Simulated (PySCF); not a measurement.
# CeCl2 (Ce(Cl)22+): the cost of one run

Method: PBE0, Ce def2-SVP with ECP28, Cl def2-SVP; scalar-relativistic core potentials, no spin–orbit coupling; program: PySCF 2.14.0.

1 further run of the same task is left out (for a known fault of the program).

## 1. The system as given

3 atoms, charge 2, spin multiplicity 1.

Bond lengths: Ce1–Cl2 2.329 Å, Ce1–Cl3 2.329 Å. Angles: Cl2–Ce1–Cl3 135.3°.

Geometry (Å):

```xyz
3

Ce    0.0000    0.0000   -0.2405
Cl    2.1540    0.0000    0.6460
Cl   -2.1540    0.0000    0.6460
```

Formal oxidation states: Ce +4. An earlier session relaxed this geometry at PBE0, Ce def2-SVP with ECP28, Cl def2-SVP (singlet, point group C2v).

Its energy there is -1394.170773 Eh.

## 2. One electron removed, multiplicity 2

run.py (the lines that set the calculation) reads:

```python
mol = gto.M(atom='''
Ce     0.00000     0.00000    -0.24053
Cl     2.15401     0.00000     0.64604
Cl    -2.15401     0.00000     0.64604''',
    basis={'Ce': 'def2-SVP', 'Cl': 'def2-SVP'},
    ecp={'Ce': 'def2-SVP'},
    charge=3, spin=1)
mf = dft.UKS(mol, xc='PBE0')
mf.grids.atom_grid = (50, 194)  # f atoms: unpruned, at least (60, 302)
mf = mf.density_fit()  # fitting sets: Ce def2-universal-JKFIT, Cl def2-universal-JKFIT
mf.conv_tol = 1e-08; mf.max_cycle = 55
mf.kernel(dm0)  # dm0: the density of the relaxed state
```

The run is started by

```
$ OMP_NUM_THREADS=2 python run.py
```

**Question.** How long does this run take on 2 threads of Arm Neoverse V2, shared host?

About 3.3 s.
